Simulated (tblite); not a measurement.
# Al2F5H2P: the cost of one run

Computed with tblite 0.8.0 and PySCF 2.14.0; each step states its level. No surroundings beyond the atoms listed, unless a continuum is named. Atoms count from 0, parts from 1.

## 1. The system as given

10 atoms, charge 0, multiplicity 1; geometry: distance geometry start.

## 2. Relaxing the cluster with GFN2-xTB

The job: settings as JSON, then the geometry in Å.

```
{"job": {"kind": "relax", "xc": "GFN2-xTB", "basis": "xTB"}, "charge": 0, "multiplicity": 1}
F      2.058154    -1.774798     1.176844
Al     1.614825    -0.480375     0.053800
F      2.500845    -0.345504    -1.456673
F     -0.169917    -0.326547    -0.156879
Al    -0.463371     1.263158     0.670720
F     -0.924424     2.529467    -0.430767
P     -1.570953     1.053517     2.593884
F      1.340971     1.096400     0.871640
H     -2.955258     1.092335     2.547661
H     -1.048944     0.260514     3.576665
```

Level: GFN2-xTB geometry optimisation, gas phase.

On the command line:

```sh
$ OMP_NUM_THREADS=1 python cluster_run.py task.json out
```

This one command runs all jobs of the session in turn.

Q: Estimate the wall time of this first job on 1 thread of Arm Neoverse V2, shared host.

About 1.1 s.
